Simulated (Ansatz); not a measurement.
Predict the output of the script below (Ansatz 0.2.0, Python API).

The script reads `input.yaml`:
```yaml
crystal:
  periodic: [false, false, false]
  atoms:
    - { symbol: B, position_ang: [-0.3595, 0.8454, -1.1109] }
    - { symbol: C, position_ang: [0.3346, -0.3937, -0.5502] }
    - { symbol: C, position_ang: [0.1205, -0.4823, 0.8874] }
    - { symbol: C, position_ang: [0.0767, -0.5521, 2.0915] }
    - { symbol: H, position_ang: [-0.3621, 1.115, -2.2978] }
    - { symbol: H, position_ang: [-1.0087, 1.6346, -0.4116] }
    - { symbol: H, position_ang: [1.4485, -0.3141, -0.7729] }
    - { symbol: H, position_ang: [-0.0356, -1.2842, -1.0374] }
    - { symbol: H, position_ang: [-0.1259, -0.6149, 3.1849] }
basis:
  gaussian: { orbitals: def2-SVP }
hamiltonian:
  xc: pbe0
output:
  forces: true
```

The script, `run_deck.py`:
```python
# -*- coding: utf-8 -*-
import ansatz as az
import numpy as np
import pandas as pd

session = az.Session.from_deck("input.yaml")
summary = session.plan(threads=1).execute().report

for key in ("converged", "free_energy_ev", "reference_energy_ev", "n_frozen", "n_occupied", "n_virtual"):
    print(f"{key:22s} {summary[key]}")
symbols = ["B", "C", "C", "C", "H", "H", "H", "H", "H"]
field = summary["mean_field"]
print("<S^2> =", round(abs(field["state"]["spin_squared"]), 4), " all-electron relativity setting:", field["relativity"])
print("passes:", field["passes"])
if "symmetry" in field:
    print("occupied orbitals by irrep:", field["symmetry"]["occupied"])

print("forces (eV/A)")
for symbol, f in zip(symbols, summary["forces_ev_ang"]):
    print(f"  {symbol:2s} {f[0]:9.4f} {f[1]:9.4f} {f[2]:9.4f}")
charges = summary["charge_distribution"]
table = pd.DataFrame({"atom": symbols, "mulliken": charges["mulliken_charges_e"], "lowdin": charges["lowdin_charges_e"]})
print(table.round(3).to_string())
print("dipole (e A):", np.round(charges["dipole_moment_e_ang"], 4) + 0.0)
```

```console
$ python run_deck.py
converged              True
free_energy_ev         -3857.979323495
reference_energy_ev    -3857.979323495
n_frozen               0
n_occupied             [14, 14]
n_virtual              [67, 67]
<S^2> = 0.0  all-electron relativity setting: none
passes: {'evaluations': 14, 'products': 10}
occupied orbitals by irrep: [{'A': 14}, {'A': 14}]
forces (eV/A)
  B    -1.1250    1.5660   -0.7571
  C     1.1198    0.3663    1.2286
  C     0.7608   -0.3912   -0.3454
  C    -0.7402   -0.1152    1.9822
  H     0.1977   -0.1905    0.0658
  H     0.4473   -0.4777   -0.2159
  H    -0.9326   -0.1780    0.0260
  H    -0.1208   -0.6853   -0.6108
  H     0.3929    0.1056   -1.3734
  atom  mulliken  lowdin
0    B     0.065  -0.022
1    C    -0.053   0.018
2    C     0.185  -0.080
3    C    -0.446  -0.078
4    H    -0.020  -0.026
5    H    -0.004  -0.011
6    H     0.111   0.090
7    H     0.092   0.061
8    H     0.071   0.047
dipole (e A): [ 0.085  -0.0942 -0.1168]
```

What to keep in mind:
- Total energies depend on the basis set; only differences at equal settings carry meaning.
- The geometry is a force-field or estimated start, not a minimum of this method, and the basis set is short of its limit.
- The Löwdin charges here are taken after orthogonalising the functions within each atom; they differ from plain Löwdin charges, and their signs can be unphysical.
- Timing: 2.6 s on 1 thread of Arm Neoverse V1, with other jobs on the host, peak memory 0.23 GiB.
